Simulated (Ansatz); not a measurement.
# GeH3Si: the cost of one run

Method: cc-pVTZ, all electrons in the functionals, frozen cores in the correlation of double hybrids and RPA; program: Ansatz 0.2.0, Gaussian basis.

To be run: PBE, r2SCAN, PBE0, B3LYP, wB97M-V, B2PLYP, RPA-PBE, at charge 0, doublet; charge 0, quartet; charge 1, singlet; charge 1, triplet.

5 further runs of the same task are left out: 5 set aside as unsound or not needed.

## (1) The system

The geometry is a PBE0/def2-TZVP stationary point (not a proven minimum). No spin-orbit coupling is included. The filled d shell of Ge may be among the frozen orbitals whatever the setting's name suggests; the logs give the count.

5 atoms, charge 0, spin multiplicity 2.

Atoms are counted from 1 here; the program's logs count them from 0.

Bond lengths: Si1–Ge2 2.352 Å, Si1–H3 1.492 Å, Si1–H4 1.492 Å, Ge2–H5 1.595 Å. Angles: Ge2–Si1–H3 129.6°, Ge2–Si1–H4 123.5°, H3–Si1–H4 106.9°, Si1–Ge2–H5 86.6°.

Coordinates:

```
atom   x (Å)    y (Å)    z (Å)
 Si1  0.0000   0.0181   1.6516
 Ge2  0.0000  -0.0284  -0.7002
  H3  0.0000   1.1857   2.5806
  H4  0.0000  -1.2094   2.4992
  H5  0.0000   1.5656  -0.6371
```

No dispersion term is added; wB97M-V holds VV10 nonlocal correlation. B3LYP takes the VWN-RPA correlation.

The geometry shown and the zero of energy belong to the point charge 0, doublet. The yardstick, UCCSDT(Q), and other wave-function levels (R restricted, U unrestricted, valence and pair active spaces) come from earlier runs.

## (2) PBE, charge 0, doublet

in.yaml reads:

```yaml
crystal:
  periodic: [false, false, false]
  atoms:
    - {symbol: Si, position_ang: [0.000000, 0.018056, 1.651607]}
    - {symbol: Ge, position_ang: [0.000000, -0.028376, -0.700224]}
    - {symbol: H, position_ang: [0.000000, 1.185718, 2.580640]}
    - {symbol: H, position_ang: [0.000000, -1.209392, 2.499223]}
    - {symbol: H, position_ang: [0.000000, 1.565561, -0.637062]}
basis:
  gaussian: {orbitals: cc-pVTZ}
magnetization: {spin_polarized: true, initial_magnetization: 1}
hamiltonian: {xc: {name: PBE}}
output: {orbitals: {seedname: orbitals}}
```

On the command line:

```sh
$ ansatz run in.yaml --threads 2 --pin off --events-out ev --progress --plain --max-ram 16896MiB --backend cuda --devices 0, --max-vram 18GiB
```

**Question.** How long does this run take on 1 × H100 (card shared with other runs) with 2 threads of AMD EPYC 7R13, shared host, and how much memory does it need?

About 3 s, with a peak of 0.8 GiB on the host.
